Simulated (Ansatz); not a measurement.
This script makes a ranking of polymorphs by energy of 2 structures of Sc with Ansatz 0.2.0, Python API.

The script, `polymorphs_sc.py`:
```python
# -*- coding: utf-8 -*-
"""Relative energies of Sc phases, after relaxing atoms and volume at fixed cell shape."""

import warnings

import ansatz as az
import numpy as np
import spglib

PHASES = {
    "I4/mmm": (
        [[-1.879, 1.879, 2.3805], [1.879, -1.879, 2.3805], [1.879, 1.879, -2.3805]],
        [
            ("Sc", [0.0, 0.0, 0.0]),
        ],
    ),
    "P6_3/mmc": (
        [[3.309, 0.0, 0.0], [-1.6545, 2.865678, 0.0], [0.0, 0.0, 5.2733]],
        [
            ("Sc", [1 / 3, 2 / 3, 0.25]),
            ("Sc", [2 / 3, 1 / 3, 0.75]),
        ],
    ),
}


def build(vectors, sites):
    crystal = az.Crystal(lattice=az.Lattice.of(vectors))
    for symbol, position in sites:
        crystal = crystal.atom(symbol, position)
    return crystal


def compute(name, crystal):
    calc = (
        crystal.calculation()
        .functional("r2SCAN")
        .basis(550)
        .kpoints(spacing=0.27)
        .occupations("gaussian", width=0.05)
        .stress()  # positive in compression
        .band_table()  # levels at the mesh points
    )
    calc = calc.relax(force_tolerance=0.01, max_steps=60, fix_cell=["shape"])
    return calc.run(threads=1, backend="cpu")


def volume_per_atom(outcome):
    return abs(np.linalg.det(outcome.lattice.cell_ang)) / len(outcome.lattice.sites)


def pressure_gpa(outcome):
    return float(np.trace(outcome.report["stress_gpa"]) / 3)


def space_group(outcome):
    sites = outcome.report["lattice"]["sites"]
    kinds = sorted({site["symbol"] for site in sites})
    cell = (outcome.lattice.cell_ang, [site["position_frac"] for site in sites], [kinds.index(site["symbol"]) for site in sites])
    return spglib.get_spacegroup(cell, symprec=0.01)

warnings.simplefilter("ignore", az.DeckWarning)

phases = {name: build(*cell) for name, cell in PHASES.items()}

done = {}
for name, crystal in phases.items():
    try:
        done[name] = compute(name, crystal)
    except az.NonConvergedError as error:
        print(name, "did not converge:", str(error)[:120])

energy = {name: o.report["energy_sigma0_ev"] / len(o.lattice.sites) for name, o in done.items()}
lowest = min(energy.values())
rows = [(name, len(o.lattice.sites), 1000 * (energy[name] - lowest), volume_per_atom(o), pressure_gpa(o), space_group(o)) for name, o in done.items()]
rows.sort(key=lambda row: row[2])
print("     phase       atoms  dE (meV/atom)  V (A^3/atom)     P (GPa)  space group")
for row in rows:
    print(f"{str(row[0]):>10}  {row[1]:10d}  {row[2]:13.1f}  {row[3]:12.3f}  {row[4]:10.2f}  {str(row[5]):>11}")
```

Which of these structures comes out lowest, and how far apart are they?

By space group at the end of each run: P6_3/mmc (+0 meV an atom, 24.9 Å³) and I4/mmm (+64 meV an atom, 25.1 Å³).

What the script printed:

Running `python polymorphs_sc.py` prints:
```text
     phase       atoms  dE (meV/atom)  V (A^3/atom)     P (GPa)  space group
  P6_3/mmc           2            0.0        24.938        0.03  P6_3/mmc (194)
    I4/mmm           1           64.3        25.091       -0.00  I4/mmm (139)
```

Reading the output:
- The run is spin-unpolarised.
- Atoms and volume are relaxed with the cell's shape held, which in cells of lower than cubic symmetry can hide stresses and shift volumes.
- Pressure is positive in compression.
- The cells come from databases of deposited and of computed structures, and not all need be stable phases.
- The ranking holds among these structures alone, at zero temperature; the ground state may be another structure. Differences under about 40 meV an atom lie within the error of mesh and functional.
- Finished in 40 s on 1 thread of Arm Neoverse V1, with other jobs on the host, peak memory 0.59 GiB.

(A comment or docstring line of the script was reworded after the run, the code is as it ran; lines on the test bed's own set-up are left out of the output.)
